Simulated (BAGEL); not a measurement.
**Al2H4Cl2 (SMILES [AlH2-]1[Cl+][AlH2-][Cl+]1): HF/3-21G (density fitting with qzvpp-jkfit)**

Aim: the vertical ionisation energy of Al2H4Cl2 at HF/3-21G (density fitting with qzvpp-jkfit), from 2 runs. 

The results are computed with BAGEL 1.2.2.

1 further run of the same task is left out (set aside as unsound or not needed).

## (1) The molecule

Al2H4Cl2 has 8 atoms, charge 0, and is taken as a singlet. SMILES: `[AlH2-]1[Cl+][AlH2-][Cl+]1`. Geometry: relaxed at PBE0-D4/def2-TZVP.

Bond lengths: Al1–Cl2 2.300 Å, Cl2–Al3 2.300 Å, Al1–Cl4 2.300 Å, Al3–Cl4 2.300 Å, Al1–H5 1.573 Å, Al1–H6 1.573 Å, Al3–H7 1.573 Å, Al3–H8 1.573 Å. Some angles: Al1–Cl2–Al3 89.2°, Cl2–Al1–Cl4 90.8°, Cl2–Al3–Cl4 90.8°, Al1–Cl4–Al3 89.2°, Cl2–Al1–H5 108.1°, Cl2–Al1–H6 108.1°, Cl4–Al1–H5 108.1°, Cl4–Al1–H6 108.2°, Cl2–Al3–H7 108.1°, Cl2–Al3–H8 108.2°.

## (2) A single-point energy at HF/3-21G (density fitting with qzvpp-jkfit)

The input, calc.json:

```json
{ "bagel" : [

{
  "title" : "molecule",
  "basis" : "3-21g",
  "df_basis" : "qzvpp-jkfit",
  "angstrom" : true,
  "geometry" : [
    { "atom" : "Al", "xyz" : [   -0.642700,    1.470000,   -0.183400 ] },
    { "atom" : "Cl", "xyz" : [    1.320400,    0.665200,    0.704600 ] },
    { "atom" : "Al", "xyz" : [    0.642800,   -1.470000,    0.183200 ] },
    { "atom" : "Cl", "xyz" : [   -1.325100,   -0.666000,   -0.694700 ] },
    { "atom" : "H", "xyz" : [   -0.304000,    2.211100,   -1.528700 ] },
    { "atom" : "H", "xyz" : [   -1.534500,    1.999500,    0.999000 ] },
    { "atom" : "H", "xyz" : [    1.532800,   -1.989800,   -1.005000 ] },
    { "atom" : "H", "xyz" : [    0.310400,   -2.220000,    1.525100 ] }
  ]
},
{ "title" : "hf" },
{ "title" : "print", "file" : "orbitals.molden", "orbitals" : true }

]}
```

Launch:

```console
BAGEL_NUM_THREADS=1 BAGEL calc.json > calc.out
```

The log of the run:

```text
* using 1 threads per process

  ===============================================================
  ===============================================================

  *** Geometry ***

  { "atom" : "Al", "xyz" : [     -1.214527,      2.777897,     -0.346576 ] },
  { "atom" : "Cl", "xyz" : [      2.495194,      1.257046,      1.331501 ] },
  { "atom" : "Al", "xyz" : [      1.214716,     -2.777897,      0.346198 ] },
  { "atom" : "Cl", "xyz" : [     -2.504076,     -1.258558,     -1.312793 ] },
  { "atom" : "H", "xyz" : [     -0.574477,      4.178373,     -2.888824 ] },
  { "atom" : "H", "xyz" : [     -2.899785,      3.778507,      1.887836 ] },
  { "atom" : "H", "xyz" : [      2.896572,     -3.760177,     -1.899175 ] },
  { "atom" : "H", "xyz" : [      0.586571,     -4.195192,      2.882021 ] },

  Number of auxiliary basis functions:      584

  Since a DF basis is specified, we compute 2- and 3-index integrals:
    o Being stored without compression. Storage requirement is 0.017 GB

  Number of basis functions:       60
  Number of electrons      :       64

    * METHOD: MOLECULE                             0.34

  *** RHF ***

  === Nuclear Repulsion ===
   325.4002577523

      * DIIS with orbital gradients will be used.

  === RHF iteration (3-21g) ===
      0      -1398.17999841          0.00692459           0.09
      1      -1398.22066409          0.00223189           0.08
      2      -1398.22394295          0.00058821           0.08
      3      -1398.22427639          0.00004241           0.08
      4      -1398.22427860          0.00000722           0.08
      5      -1398.22427867          0.00000120           0.08
      6      -1398.22427867          0.00000019           0.08
      7      -1398.22427867          0.00000003           0.08
      8      -1398.22427867          0.00000000           0.08
    * SCF iteration converged.

    * Permanent dipole moment:
           (   -0.001026,    -0.000080,     0.002474) a.u.

    * METHOD: HF                                   0.91

    * METHOD: PRINT                                0.01

  ===============================================================
```

Run time: 2.3 s. Hardware: 1 thread of Intel Xeon 6975P-C (Granite Rapids), shared host; peak memory 0.12 GiB.

## (3) The doublet cation

The input, calc.json:

```json
{ "bagel": [

{
  "title": "molecule",
  "basis": "3-21g",
  "df_basis": "qzvpp-jkfit",
  "angstrom": true,
  "geometry": [
    { "atom": "Al", "xyz": [      -0.642700,       1.470000,      -0.183400 ] },
    { "atom": "Cl", "xyz": [       1.320400,       0.665200,       0.704600 ] },
    { "atom": "Al", "xyz": [       0.642800,      -1.470000,       0.183200 ] },
    { "atom": "Cl", "xyz": [      -1.325100,      -0.666000,      -0.694700 ] },
    { "atom": "H", "xyz": [      -0.304000,       2.211100,      -1.528700 ] },
    { "atom": "H", "xyz": [      -1.534500,       1.999500,       0.999000 ] },
    { "atom": "H", "xyz": [       1.532800,      -1.989800,      -1.005000 ] },
    { "atom": "H", "xyz": [       0.310400,      -2.220000,       1.525100 ] }
  ]
},

{ "title": "uhf", "charge": 1, "nopen": 1 },

{ "title": "print", "file": "orbitals.molden", "orbitals": true }

]}
```

Launch:

```console
BAGEL_NUM_THREADS=1 BAGEL calc.json > calc.out
```

The log of the run:

```text
* using 1 threads per process

  ===============================================================
  ===============================================================

  *** Geometry ***

  { "atom" : "Al", "xyz" : [     -1.214527,      2.777897,     -0.346576 ] },
  { "atom" : "Cl", "xyz" : [      2.495194,      1.257046,      1.331501 ] },
  { "atom" : "Al", "xyz" : [      1.214716,     -2.777897,      0.346198 ] },
  { "atom" : "Cl", "xyz" : [     -2.504076,     -1.258558,     -1.312793 ] },
  { "atom" : "H", "xyz" : [     -0.574477,      4.178373,     -2.888824 ] },
  { "atom" : "H", "xyz" : [     -2.899785,      3.778507,      1.887836 ] },
  { "atom" : "H", "xyz" : [      2.896572,     -3.760177,     -1.899175 ] },
  { "atom" : "H", "xyz" : [      0.586571,     -4.195192,      2.882021 ] },

  Number of auxiliary basis functions:      584

  Since a DF basis is specified, we compute 2- and 3-index integrals:
    o Being stored without compression. Storage requirement is 0.017 GB

  Number of basis functions:       60
  Number of electrons      :       64

    * METHOD: MOLECULE                             0.20

  *** Open-shell HF ***

  === Nuclear Repulsion ===
   325.4002577523

      * DIIS with orbital gradients will be used.

  === UHF iteration (3-21g) ===
      0      -1397.74087567          0.01509983           0.12
      1      -1397.79892012          0.00495472           0.11
      2      -1397.80456530          0.00150476           0.11
      3      -1397.80565196          0.00046863           0.11
      4      -1397.80609243          0.00010944           0.12
      5      -1397.80624299          0.00004788           0.14
      6      -1397.80626920          0.00002770           0.13
      7      -1397.80627335          0.00001236           0.13
      8      -1397.80627391          0.00000377           0.14
      9      -1397.80627394          0.00000407           0.15
     10      -1397.80627393          0.00000367           0.17
     11      -1397.80627389          0.00000136           0.16
     12      -1397.80627389          0.00000062           0.20
     13      -1397.80627390          0.00000044           0.18
     14      -1397.80627390          0.00000030           0.18
     15      -1397.80627390          0.00000021           0.14
     16      -1397.80627390          0.00000011           0.15
     17      -1397.80627390          0.00000008           0.15
     18      -1397.80627390          0.00000007           0.15
     19      -1397.80627390          0.00000007           0.15
     20      -1397.80627390          0.00000007           0.19
     21      -1397.80627390          0.00000007           0.18
     22      -1397.80627390          0.00000006           0.15
     23      -1397.80627390          0.00000005           0.15
     24      -1397.80627390          0.00000004           0.14
     25      -1397.80627390          0.00000003           0.15
     26      -1397.80627390          0.00000002           0.15
     27      -1397.80627390          0.00000001           0.15
     28      -1397.80627390          0.00000001           0.16
     29      -1397.80627390          0.00000001           0.16
     30      -1397.80627390          0.00000001           0.15
     31      -1397.80627390          0.00000001           0.16
     32      -1397.80627390          0.00000001           0.15
    * SCF iteration converged.

    * S^2 (UHF) is 0.8059

    * Permanent dipole moment:
           (   -0.005513,    -0.000945,     0.011726) a.u.

    * METHOD: UHF                                  5.07

    * METHOD: PRINT                                0.01

  ===============================================================
```

Run time: 6.3 s. Hardware: 1 thread of Intel Xeon 6975P-C (Granite Rapids), shared host; peak memory 0.12 GiB.

## (4) What came out

At HF/3-21G (density fitting with qzvpp-jkfit):

| quantity | value |
| --- | --- |
| singlet Al2H4Cl2: total energy | -1398.22428 Eh |
| singlet Al2H4Cl2: dipole moment | 0.01 D |
| singlet Al2H4Cl2: HOMO energy | -11.79 eV |
| singlet Al2H4Cl2: LUMO energy | 1.78 eV |
| singlet Al2H4Cl2: HOMO–LUMO gap | 13.58 eV |
| doublet cation: total energy | -1397.80627 Eh |
| doublet cation: ⟨S²⟩ | 0.806 |
| vertical ionisation energy (to the doublet cation) | 11.374 eV |

In words: The vertical ionisation energy comes to 11.37 eV (262 kcal/mol). −ε(HOMO) before ionisation, 11.79 eV, is 0.42 eV above this ionisation energy.
